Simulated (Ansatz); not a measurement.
**WSi2 (Si2W-type): how the settings move a single-point run**

Question: which choices in the input matter for WSi2 (Si2W-type)?

Method: reference: DFT PBE, spin-orbit coupling, plane waves, PAW, in Ansatz 0.2.0.

## (1) The structure to begin with

Symmetry: I4/mmm, No. 139, tetragonal system. The conventional cell has a = 3.229 Å, b = 3.229 Å, c = 7.865 Å, α = 90.00°, β = 90.00°, γ = 90.00°. Si (site symmetry 4mm) has 5 Si at 2.60 to 2.64 Å and 5 W at 2.63 Å in its first shell of neighbours. W (site symmetry 4/mmm) has 10 Si at 2.63 Å in its first shell of neighbours.

As a file:

```xyz
3
Lattice="-1.6145 1.6145 3.9327 1.6145 -1.6145 3.9327 1.6145 1.6145 -3.9327" Properties=species:S:1:pos:R:3 pbc="T T T"
Si    0.0000    0.0000    2.6309
Si    0.0000    0.0000    5.2344
W     0.0000    0.0000    0.0000
```

## (2) Baseline

Contents of input.yaml:

```yaml
crystal:
  lattice:
    - [-1.6144971573, 1.6144971573, 3.9326574489]
    - [1.6144971573, -1.6144971573, 3.9326574489]
    - [1.6144971573, 1.6144971573, -3.9326574489]
  atoms:
    - { symbol: Si, position: [0.3344905554, 0.3344905554, 0.0] }
    - { symbol: Si, position: [0.6655094446, 0.6655094446, 0.0] }
    - { symbol: W, position: [0.0, 0.0, 0.0] }
basis:
  ecutwfc: 420
  ecutrho_ratio: 4
kpoints:
  mp_grid: { grid: [14, 14, 14] }
  band_path:
    path:
      - [[0.0, 0.0, 0.0], [0.0, 0.0, 0.5], [0.25, 0.25, 0.25], [0.0, 0.5, 0.0], [0.0, 0.0, 0.0], [0.5, 0.5, -0.5], [0.29213494, 0.70786506, -0.29213494]]
      - [[-0.29213494, 0.29213494, 0.29213494], [0.0, 0.0, 0.0]]
      - [[0.0, 0.0, 0.5], [-0.08426987, 0.08426987, 0.5]]
      - [[0.5, 0.5, -0.08426987], [0.5, 0.5, -0.5]]
    npoints: 10
hamiltonian:
  xc: pbe
scf:
  occupations: { method: gaussian, width: 0.05 }
  n_extra_bands: 24
output:
  forces: true
  stress: true
  eigenvalues: true
  populations: true
  dos: { projected: true, de: 0.02, nscf_kmesh: { grid: [21, 21, 21] } }
  bader: false
  write_density: true
  write_potential: true
  elf: true
  volumetric_format: npy
magnetization:
  noncollinear: true
  spin_orbit: true
checkpoint:
  read: start.run
  write: ck
  compress: false
  write_wavefunctions: false
  write_every: 100000
```

Command:

```sh
> ansatz run input.yaml --threads 4 --pin off --max-ram 7168MiB --backend cpu --events-out ev --progress --plain --runs-dir out
```

The main lines of its log:

```text
[...]
Basis set: ecut = 420 eV, 793 PW (Γ), exchange–correlation on 64×64×64 points (8 copies of the dense FFT grid, shifted against one another)
[...]
Magnetic group: BNS 139.532 (UNI 1192), of the structure as read, at distance tolerance 3.4e-5 Å
k-points: 244 of 2744
[...]
SCF iter   1: F=—  HF=-11682.063214 eV  |F-HF|=—  |Δ(HF+E_count)|=         —  Δρ=5.61e-7  dr2=7.41e-11  dr2_m=0.00e0 (ungated)  ethr=7.92e-7  |M|=0.00e0 ∫|m|=0.00e0 μB  |m|>n=0.0e0 m-floor=0.0e0 τ_xc=0.0e0  β_m=0.30  ⟨swp⟩=4.1  Hψ=45087  notcnv=0  defer=2
[...]
preconditioner: auto → Kerker (q_TF=auto, 2.459 Å⁻¹)  [metal: Δε(μ)=0.035 eV  Ē_g=12.787 eV  σ=0.050 eV  W_gap=0.35  n_scr=10 (ndim 8)  ℏωp=21.7 eV  f_vac=0.000  D(μ)=0.16/eV (n_scr^D=0)]
[...]
SCF iter   2: F=—  HF=-11682.063179 eV  |F-HF|=—  |Δ(HF+E_count)|=   3.52e-5  Δρ=2.64e-7  dr2=2.39e-11  dr2_m=0.00e0 (ungated)  ethr=1.00e-12  |M|=0.00e0 ∫|m|=0.00e0 μB  |m|>n=0.0e0 m-floor=0.0e0 τ_xc=0.0e0  β_m=0.26  ⟨swp⟩=11.2  Hψ=32894  notcnv=0
SCF iter   3: F=-11682.063179 eV  HF=-11682.063179 eV  |F-HF|=1.82e-12  |Δ(HF+E_count)|=  5.46e-12  Δρ=2.22e-7  dr2=1.74e-11  dr2_m=0.00e0 (ungated)  ethr=1.00e-12  |M|=0.00e0 ∫|m|=0.00e0 μB  |m|>n=0.0e0 m-floor=0.0e0 τ_xc=0.0e0  ⟨swp⟩=3.0  Hψ=15484  notcnv=0
[...]
SCF converged after 3 iterations
Magnetization: |M| = 0.0000 μB,  M = (+0.0000, +0.0000, +0.0000) μB
[...]
Free energy (F): -11682.063179 eV
[...]
E sigma→0 (E₀):  -11682.063076 eV
[...]
Fermi energy:    16.521840 eV
[...]
  P = ⅓ Tr σ = -0.0066 GPa (-0.066 kbar)
[...]
```

Run time: 97 s. Hardware: 4 threads of Arm Neoverse V2, shared host; peak memory 1.6 GiB.

## (3) Changing settings: ecutrho_ratio 6

Contents of input.yaml:

```yaml
crystal:
  lattice:
    - [-1.6144971573, 1.6144971573, 3.9326574489]
    - [1.6144971573, -1.6144971573, 3.9326574489]
    - [1.6144971573, 1.6144971573, -3.9326574489]
  atoms:
    - { symbol: Si, position: [0.3344905554, 0.3344905554, 0.0] }
    - { symbol: Si, position: [0.6655094446, 0.6655094446, 0.0] }
    - { symbol: W, position: [0.0, 0.0, 0.0] }
basis:
  ecutwfc: 420
  ecutrho_ratio: 6
kpoints:
  mp_grid: { grid: [14, 14, 14] }
hamiltonian:
  xc: pbe
scf:
  occupations: { method: gaussian, width: 0.05 }
output:
  forces: true
  stress: true
  write_density: true
  write_potential: true
  elf: true
  volumetric_format: npy
magnetization:
  noncollinear: true
  spin_orbit: true
```

Command:

```sh
> ansatz run input.yaml --threads 4 --pin off --max-ram 7168MiB --backend cpu --events-out ev --progress --plain --runs-dir out
```

Output (excerpt; [...] marks lines left out):

```text
Warning: RAYON_NUM_THREADS=4 ignored (pool sized by the plan → 4); use --threads N
[...]
Pseudopotentials: kind: paw_fr
Pseudopotential: Si, paw_fr, valence charge 4, recommended cutoff 420 eV (normal), Si.paw.azcp#standard-fr
Pseudopotential: W, paw_fr, valence charge 14, recommended cutoff 420 eV (normal), W.paw.azcp#standard-fr
Functional definition: PBE
[...]
non-collinear run that drives no moment, with spin-orbit: no starting moment large enough to seed its density (crystal.atoms[].spin), no starting occupations that ask for one, no magnetisation constraint and no magnetic field, so the semilocal B_xc is pinned to zero
Crystal: 3 atoms, lattice volume = 41.003 Å³
Basis set: ecut = 420 eV, 793 PW (Γ), exchange–correlation on 80×80×80 points (8 copies of the dense FFT grid, shifted against one another)
Bands: 30, of which v1, the nominal top of the filled ones, is band 22 counted from 1 (21 counted from 0)
Symmetry: 16 space group operations + 16 with time reversal
Magnetic group: BNS 139.532 (UNI 1192), of the structure as read, at distance tolerance 3.4e-5 Å
k-points: 244 of 2744
Projection manifold: j_resolved (fully-relativistic pseudo-atomic orbitals)
[...]
SCF iter   1: F=—  HF=-11682.336829 eV  |F-HF|=—  |Δ(HF+E_count)|=         —  Δρ=4.90e-2  dr2=1.02e0  dr2_m=0.00e0 (ungated)  ethr=3.10e-3  |M|=0.00e0 ∫|m|=0.00e0 μB  |m|>n=0.0e0 m-floor=0.0e0 τ_xc=0.0e0  β_m=0.30  ⟨swp⟩=6.1  Hψ=19376  notcnv=0  defer=6
[...]
spin=Noncollinear: Kerker preconditioning applied to the charge; magnetization (m_x, m_y, m_z) channels mix plain (no charge-response kernel on spin).
[...]
SCF iter   7: F=-11682.063178 eV  HF=-11682.063178 eV  |F-HF|=2.10e-9  |Δ(HF+E_count)|=   3.70e-8  Δρ=3.63e-6  dr2=6.27e-9  dr2_m=0.00e0 (ungated)  ethr=4.55e-10  |M|=0.00e0 ∫|m|=0.00e0 μB  |m|>n=0.0e0 m-floor=0.0e0 τ_xc=0.0e0  ⟨swp⟩=13.7  Hψ=24849  notcnv=0
[...]
SCF converged after 7 iterations
Magnetization: |M| = 0.0000 μB,  M = (+0.0000, +0.0000, +0.0000) μB
Absolute magnetization: 0.0000 μB (∫|m|)
  site 0: m = (+0.0000, +0.0000, +0.0000) μB, |m| = 0.0000 μB  (R = 1.07 Å)
  site 1: m = (+0.0000, +0.0000, +0.0000) μB, |m| = 0.0000 μB  (R = 1.07 Å)
  site 2: m = (+0.0000, +0.0000, +0.0000) μB, |m| = 0.0000 μB  (R = 1.08 Å)
Free energy (F): -11682.063178 eV
[...]
E sigma→0 (E₀):  -11682.063075 eV
Entropy (-TS):   -0.000205 eV (-0.068 meV/atom)
Fermi energy:    16.521830 eV
[...]
--- Forces (eV/Å), atoms counted from 1 ---
  atom   1  Si    -0.00000000     0.00000000     0.00897563
  atom   2  Si     0.00000000    -0.00000000    -0.00897563
  atom   3  W     -0.00000000     0.00000000     0.00000000
[...]
--- Stress (GPa, compression-positive) ---
        0.022628       0.000000      -0.000000
        0.000000       0.022628      -0.000000
       -0.000000       0.000000      -0.065352
  P = ⅓ Tr σ = -0.0067 GPa (-0.067 kbar)
--- Band table (eV; the first three rows and the last of 244) ---
[...]
```

It took 20 s on 4 threads of Arm Neoverse V2, shared host; peak memory 0.86 GiB.

Changing the numerical grids hardly moves the energy: 0.0 meV/atom.

## (4) Variant: n_extra_bands 16

Contents of input.yaml:

```yaml
crystal:
  lattice:
    - [-1.6144971573, 1.6144971573, 3.9326574489]
    - [1.6144971573, -1.6144971573, 3.9326574489]
    - [1.6144971573, 1.6144971573, -3.9326574489]
  atoms:
    - { symbol: Si, position: [0.3344905554, 0.3344905554, 0.0] }
    - { symbol: Si, position: [0.6655094446, 0.6655094446, 0.0] }
    - { symbol: W, position: [0.0, 0.0, 0.0] }
basis:
  ecutwfc: 420
  ecutrho_ratio: 4
kpoints:
  mp_grid: { grid: [14, 14, 14] }
hamiltonian:
  xc: pbe
scf:
  occupations: { method: gaussian, width: 0.05 }
  n_extra_bands: 16
output:
  forces: true
  stress: true
magnetization:
  noncollinear: true
  spin_orbit: true
```

Command:

```sh
> ansatz run input.yaml --threads 4 --pin off --max-ram 7168MiB --backend cpu --events-out ev --progress --plain --runs-dir out
```

Output (excerpt; [...] marks lines left out):

```text
Warning: RAYON_NUM_THREADS=4 ignored (pool sized by the plan → 4); use --threads N
scf.n_extra_bands = 16 over 22 filled bands (N_el = 22.0): the run solves 38 bands
[...]
[... 4 set-up lines as earlier in the session ...]
[...]
non-collinear run that drives no moment, with spin-orbit: no starting moment large enough to seed its density (crystal.atoms[].spin), no starting occupations that ask for one, no magnetisation constraint and no magnetic field, so the semilocal B_xc is pinned to zero
Crystal: 3 atoms, lattice volume = 41.003 Å³
Basis set: ecut = 420 eV, 793 PW (Γ), exchange–correlation on 64×64×64 points (8 copies of the dense FFT grid, shifted against one another)
[...]
SCF converged after 7 iterations
Magnetization: |M| = 0.0000 μB,  M = (+0.0000, +0.0000, +0.0000) μB
Absolute magnetization: 0.0000 μB (∫|m|)
  site 0: m = (+0.0000, +0.0000, +0.0000) μB, |m| = 0.0000 μB  (R = 1.07 Å)
  site 1: m = (+0.0000, +0.0000, +0.0000) μB, |m| = 0.0000 μB  (R = 1.07 Å)
  site 2: m = (+0.0000, +0.0000, +0.0000) μB, |m| = 0.0000 μB  (R = 1.08 Å)
Free energy (F): -11682.063179 eV
[...]
E sigma→0 (E₀):  -11682.063076 eV
Entropy (-TS):   -0.000205 eV (-0.068 meV/atom)
Fermi energy:    16.521828 eV
[...]
--- Forces (eV/Å), atoms counted from 1 ---
  atom   1  Si     0.00000000    -0.00000000     0.00897827
  atom   2  Si     0.00000000    -0.00000000    -0.00897827
  atom   3  W      0.00000000     0.00000000    -0.00000000
[...]
--- Stress (GPa, compression-positive) ---
        0.022591       0.000000      -0.000000
        0.000000       0.022591       0.000000
        0.000000      -0.000000      -0.065377
  P = ⅓ Tr σ = -0.0067 GPa (-0.067 kbar)
```

It took 9.8 s on 4 threads of Arm Neoverse V2, shared host; peak memory 0.88 GiB.

With the changed band count the energy agrees within 0.5 meV/atom.

## (5) Changed: mixing.algorithm anderson, mixing.beta 0.7, mixing.ndim 4, preconditioner kerker_dos

Contents of input.yaml:

```yaml
crystal:
  lattice:
    - [-1.6144971573, 1.6144971573, 3.9326574489]
    - [1.6144971573, -1.6144971573, 3.9326574489]
    - [1.6144971573, 1.6144971573, -3.9326574489]
  atoms:
    - { symbol: Si, position: [0.3344905554, 0.3344905554, 0.0] }
    - { symbol: Si, position: [0.6655094446, 0.6655094446, 0.0] }
    - { symbol: W, position: [0.0, 0.0, 0.0] }
basis:
  ecutwfc: 420
  ecutrho_ratio: 4
kpoints:
  mp_grid: { grid: [14, 14, 14] }
hamiltonian:
  xc: pbe
scf:
  occupations: { method: gaussian, width: 0.05 }
  mixing:
    algorithm: anderson
    beta: 0.7
    ndim: 4
    preconditioner: kerker_dos
output:
  forces: true
  stress: true
magnetization:
  noncollinear: true
  spin_orbit: true
```

Command:

```sh
> ansatz run input.yaml --threads 4 --pin off --max-ram 7168MiB --backend cpu --events-out ev --progress --plain --runs-dir out
```

Output (excerpt; [...] marks lines left out):

```text
Warning: RAYON_NUM_THREADS=4 ignored (pool sized by the plan → 4); use --threads N
[...]
[... 4 set-up lines as earlier in the session ...]
[...]
non-collinear run that drives no moment, with spin-orbit: no starting moment large enough to seed its density (crystal.atoms[].spin), no starting occupations that ask for one, no magnetisation constraint and no magnetic field, so the semilocal B_xc is pinned to zero
Crystal: 3 atoms, lattice volume = 41.003 Å³
Basis set: ecut = 420 eV, 793 PW (Γ), exchange–correlation on 64×64×64 points (8 copies of the dense FFT grid, shifted against one another)
Bands: 30, of which v1, the nominal top of the filled ones, is band 22 counted from 1 (21 counted from 0)
[...]
Magnetization: |M| = 0.0000 μB,  M = (+0.0000, +0.0000, +0.0000) μB
Absolute magnetization: 0.0000 μB (∫|m|)
  site 0: m = (+0.0000, +0.0000, +0.0000) μB, |m| = 0.0000 μB  (R = 1.07 Å)
  site 1: m = (+0.0000, +0.0000, +0.0000) μB, |m| = 0.0000 μB  (R = 1.07 Å)
  site 2: m = (+0.0000, +0.0000, +0.0000) μB, |m| = 0.0000 μB  (R = 1.08 Å)
Free energy (F): -11682.063179 eV
[...]
E sigma→0 (E₀):  -11682.063076 eV
Entropy (-TS):   -0.000205 eV (-0.068 meV/atom)
Fermi energy:    16.521817 eV
[...]
--- Forces (eV/Å), atoms counted from 1 ---
  atom   1  Si     0.00000000     0.00000000     0.00894080
  atom   2  Si     0.00000000     0.00000000    -0.00894080
  atom   3  W      0.00000000     0.00000000     0.00000000
[...]
--- Stress (GPa, compression-positive) ---
        0.022734      -0.000000       0.000000
       -0.000000       0.022734      -0.000000
       -0.000000       0.000000      -0.065707
  P = ⅓ Tr σ = -0.0067 GPa (-0.067 kbar)
```

Wall time 9 s (4 threads of Arm Neoverse V2, shared host); peak memory 0.79 GiB.

The changed mixing doesn't alter the result here (within 0.5 meV/atom).

## (6) Variant: occupations.method methfessel_paxton, occupations.width 0.001, scf.algorithm direct_min

Contents of input.yaml:

```yaml
crystal:
  lattice:
    - [-1.6144971573, 1.6144971573, 3.9326574489]
    - [1.6144971573, -1.6144971573, 3.9326574489]
    - [1.6144971573, 1.6144971573, -3.9326574489]
  atoms:
    - { symbol: Si, position: [0.3344905554, 0.3344905554, 0.0] }
    - { symbol: Si, position: [0.6655094446, 0.6655094446, 0.0] }
    - { symbol: W, position: [0.0, 0.0, 0.0] }
basis:
  ecutwfc: 420
  ecutrho_ratio: 4
kpoints:
  mp_grid: { grid: [14, 14, 14] }
hamiltonian:
  xc: pbe
scf:
  occupations: { method: methfessel_paxton, width: 0.001 }
  algorithm: direct_min
output:
  forces: true
  stress: true
  write_density: true
  write_potential: true
  elf: true
  volumetric_format: npy
magnetization:
  noncollinear: true
  spin_orbit: true
```

Command:

```sh
> ansatz run input.yaml --threads 4 --pin off --max-ram 7168MiB --backend cpu --events-out ev --progress --plain --runs-dir out
```

Output (excerpt; [...] marks lines left out):

```text
Warning: RAYON_NUM_THREADS=4 ignored (pool sized by the plan → 4); use --threads N
[...]
[... 4 set-up lines as earlier in the session ...]
[...]
non-collinear run that drives no moment, with spin-orbit: no starting moment large enough to seed its density (crystal.atoms[].spin), no starting occupations that ask for one, no magnetisation constraint and no magnetic field, so the semilocal B_xc is pinned to zero
Crystal: 3 atoms, lattice volume = 41.003 Å³
Basis set: ecut = 420 eV, 793 PW (Γ), exchange–correlation on 64×64×64 points (8 copies of the dense FFT grid, shifted against one another)
Bands: 30, of which v1, the nominal top of the filled ones, is band 22 counted from 1 (21 counted from 0)
[...]
Magnetization: |M| = 0.0000 μB,  M = (+0.0000, +0.0000, +0.0000) μB
Absolute magnetization: 0.0000 μB (∫|m|)
  site 0: m = (+0.0000, +0.0000, +0.0000) μB, |m| = 0.0000 μB  (R = 1.07 Å)
  site 1: m = (+0.0000, +0.0000, +0.0000) μB, |m| = 0.0000 μB  (R = 1.07 Å)
  site 2: m = (+0.0000, +0.0000, +0.0000) μB, |m| = 0.0000 μB  (R = 1.08 Å)
Free energy (F): -11682.063066 eV
[...]
E sigma→0 (E₀):  -11682.063066 eV
Entropy (-TS):   -0.000001 eV (-0.000 meV/atom)
Fermi energy:    16.520780 eV
[...]
--- Forces (eV/Å), atoms counted from 1 ---
  atom   1  Si     0.00000000     0.00000000     0.00867906
  atom   2  Si     0.00000000    -0.00000000    -0.00867906
  atom   3  W     -0.00000000     0.00000000    -0.00000000
[...]
--- Stress (GPa, compression-positive) ---
        0.022433       0.000000       0.000000
        0.000000       0.022433       0.000000
        0.000000       0.000000      -0.067505
  P = ⅓ Tr σ = -0.0075 GPa (-0.075 kbar)
--- Band table (eV; the first three rows and the last of 244) ---
[...]
```

Run time: 65 s. Hardware: 4 threads of Arm Neoverse V2, shared host; peak memory 1.5 GiB.

Changing the smearing and solver hardly moves the energy: 0.0 meV/atom.

## (7) Variant: hubbard.sites [{species: W, l: d, u_eff: 5.0}], hubbard.double_counting amf

Contents of input.yaml:

```yaml
crystal:
  lattice:
    - [-1.6144971573, 1.6144971573, 3.9326574489]
    - [1.6144971573, -1.6144971573, 3.9326574489]
    - [1.6144971573, 1.6144971573, -3.9326574489]
  atoms:
    - { symbol: Si, position: [0.3344905554, 0.3344905554, 0.0] }
    - { symbol: Si, position: [0.6655094446, 0.6655094446, 0.0] }
    - { symbol: W, position: [0.0, 0.0, 0.0] }
basis:
  ecutwfc: 420
  ecutrho_ratio: 4
kpoints:
  mp_grid: { grid: [14, 14, 14] }
hamiltonian:
  xc: pbe
  hubbard: { sites: [{ species: W, l: d, u_eff: 5.0 }], double_counting: amf }
scf:
  occupations: { method: gaussian, width: 0.05 }
output:
  forces: true
  stress: true
magnetization:
  noncollinear: true
  spin_orbit: true
```

Command:

```sh
> ansatz run input.yaml --threads 4 --pin off --max-ram 7168MiB --backend cpu --events-out ev --progress --plain --runs-dir out
```

Output (excerpt; [...] marks lines left out):

```text
Warning: RAYON_NUM_THREADS=4 ignored (pool sized by the plan → 4); use --threads N
Si: projections on atomic orbitals take those of the free atom [Ne] 3s2 3p2, of charge +0.00 (hamiltonian.pseudopotentials.projection_atoms); the dataset's partial waves leave at most 5.1e-12 of an orbital's norm unspanned inside its sphere
W: projections on atomic orbitals take those of the free atom [Kr 4d10 4f14] 5s2 5p6 5d4 6s2, of charge +0.00 (hamiltonian.pseudopotentials.projection_atoms); the dataset's partial waves leave at most 1.4e-6 of an orbital's norm unspanned inside its sphere
[...]
[... 4 set-up lines as earlier in the session ...]
[...]
  site 1: m = (+0.0000, +0.0000, +0.0000) μB, |m| = 0.0000 μB  (R = 1.07 Å)
  site 2: m = (+0.0000, +0.0000, +0.0000) μB, |m| = 0.0000 μB  (R = 1.08 Å)
Free energy (F): -11682.222624 eV
[...]
E sigma→0 (E₀):  -11682.222426 eV
Entropy (-TS):   -0.000397 eV (-0.132 meV/atom)
Fermi energy:    16.527062 eV
[...]
DFT+U double counting: amf (around mean field; hamiltonian.hubbard.double_counting)
--- Hubbard shell moments (per corrected site; Tr N, ν in electrons; μ in μ_B) ---
  shell 0: Tr N=5.4200  μ_S=(+0.0000, +0.0000, -0.0000)  μ_L=(-0.0000, -0.0000, -0.0000)  μ=(-0.0000, -0.0000, -0.0000)  ν=0.1066 along (+0.000, -0.000, +1.000)
--- Forces (eV/Å), atoms counted from 1 ---
  atom   1  Si     0.00000000     0.00000000     0.22191397
  atom   2  Si     0.00000000     0.00000000    -0.22191397
  atom   3  W      0.00000000    -0.00000000     0.00000000
[...]
--- Stress (GPa, compression-positive) ---
        1.596581       0.000000       0.000000
        0.000000       1.596581      -0.000000
        0.000000      -0.000000      -0.618612
  P = ⅓ Tr σ = 0.8582 GPa (8.582 kbar)
Occupation matrices written to <dir>
```

Wall time 21 s (4 threads of Arm Neoverse V2, shared host); peak memory 1.2 GiB.

Changing the Hubbard U and double counting of the Hubbard term moves the energy by -53.1 meV/atom, and the pressure goes from 0.0 to 0.9 GPa and the largest force goes from 0.01 to 0.22 eV/Å. The U term adds an energy of its own, so the shift says nothing about which run is better.

## (8) All runs together

```csv
run,ending,energy change,pressure (GPa),gap (eV),force (eV/Å),cycles,time
reference,converged,0,0.0,0.00,0.01,-,97 s
1: ecutrho_ratio 6,converged,0.0 meV/atom,0.0,0.00,0.01,7,20 s
2: n_extra_bands 16,converged,0.0 meV/atom,0.0,0.00,0.01,7,9.8 s
"3: mixing.algorithm anderson, mixing.beta 0.7, mixing.ndim 4, preconditioner kerker_dos",converged,0.0 meV/atom,0.0,0.00,0.01,7,9 s
"4: occupations.method methfessel_paxton, occupations.width 0.001, scf.algorithm direct_min",converged,0.0 meV/atom (σ→0),0.0,0.00,0.01,8,65 s
"5: hubbard.sites [{species: W, l: d, u_eff: 5.0}], hubbard.double_counting amf",converged,-53.1 meV/atom (Hubbard term changed: no physical gain or loss),0.9,0.00,0.22,8,21 s
```

Times don't compare one to one where runs were asked for different outputs or read a saved state (see the inputs); cycles may leave out searches for a lower state.

Residual by cycle in the longest SCF loop of each run; runs are numbered as in the table. The quantity is the density residual dr2, in eV.

```csv
cycle,reference,run 1,run 2,run 3,run 4,run 5
1,7.4e-11,1.02,1,1.02,1.02,1.02
2,2.4e-11,0.42,0.42,0.542,0.161,0.415
3,1.7e-11,0.0287,0.0282,0.0214,0.00484,0.0192
4,-,0.00113,0.00134,1.6e-4,4.6e-5,0.00121
5,-,6.2e-6,6.5e-6,5.2e-6,4.5e-7,7.9e-5
6,-,2.5e-7,2.6e-7,1.7e-7,5.4e-8,2.7e-6
7,-,6.3e-9,7.3e-9,7.6e-9,3.9e-10,2.5e-8
8,-,-,-,-,4.3e-11,1.4e-9
```

What this shows: Of the converged runs whose energies compare with the reference's, none moves it noticeably. A changed U is a change of model: its shifts are not errors of convergence.
